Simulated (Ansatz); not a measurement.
Working through an atomisation energy of BGeH₆NSi, SMILES B[N]1[SiH2][GeH2]1

Computed with the Python package of Ansatz (0.2.0).

Run as a notebook:

**Cell 1**
```python
from collections import Counter

import ansatz as az
```

**Cell 2**
```python
def energy_of(molecule, charge=0, unpaired=0):
    calc = (
        molecule.calculation()
        .basis(gaussian="def2-SVP")
        .functional("cam_b3lyp")
        .accuracy("medium")
        .scf(lower_state_search="standard")
    )
    if charge:
        calc = calc.charge(charge)
    if unpaired:
        calc = calc.spin("collinear", total=unpaired)
    report = calc.run(threads=1).report
    if report["published_state_doubts"]:
        print("  doubts:", report["published_state_doubts"])
    return report["free_energy_ev"]
```

**Cell 3**
```python
geometry_ang = [
    ("B", [-1.4299, 0.4978, -0.2204]),
    ("N", [-0.4554, -0.0038, 0.7573]),
    ("Si", [0.323, -1.4248, 0.0425]),
    ("Ge", [1.3011, 0.7112, 0.2741]),
    ("H", [-1.3704, 0.3739, -1.4188]),
    ("H", [-2.3043, 1.3108, 0.1494]),
    ("H", [0.8306, -2.3713, 1.0917]),
    ("H", [-0.0511, -1.7547, -1.3105]),
    ("H", [2.092, 0.9845, 1.5806]),
    ("H", [1.1474, 1.6253, -0.943]),
]
bgeh6nsi = az.Crystal.molecule()
for symbol, xyz in geometry_ang:
    bgeh6nsi = bgeh6nsi.atom(symbol, xyz)
```

**Cell 4**
```python
# unpaired electrons of the ground-state atoms
unpaired = {"B": 1, "N": 3, "Si": 2, "Ge": 2, "H": 1}
counts = Counter(site.symbol for site in bgeh6nsi.cartesian_sites)
atom_energy = {s: energy_of(az.Crystal.molecule().atom(s, (0, 0, 0)), 0, unpaired[s]) for s in counts}
whole = energy_of(bgeh6nsi, 0, 0)
for s, e in atom_energy.items():
    print(f"{s:2s} x{counts[s]}  {e:14.5f} eV")
print(f"BGeH6NSi: {whole:.5f} eV")
split = sum(counts[s] * e for s, e in atom_energy.items()) - whole
print(f"atomisation energy (no zero-point term): {split:.3f} eV, {split / sum(counts.values()):.3f} eV an atom")
```
Output:
```text
B  x1      -669.70939 eV
N  x1     -1483.46350 eV
Si x1     -7871.66477 eV
Ge x1    -56511.97608 eV
H  x6       -13.54842 eV
BGeH6NSi: -66649.20928 eV
atomisation energy (no zero-point term): 31.105 eV, 3.111 eV an atom
```

31.105 eV from the electronic energies, without the zero-point term.

What to keep in mind:
- These settings explore the input space; basis and method may be short of convergence.
- The geometry is a force-field or estimated start, not a minimum of this method, and the basis set is short of its limit. All parts are taken at fixed geometry, without zero-point energy.
- The whole script took 5.9 s on 1 thread of Arm Neoverse V2 (shared host), peak memory 0.33 GiB.

(Lines on the test bed's own set-up are left out of the output.)
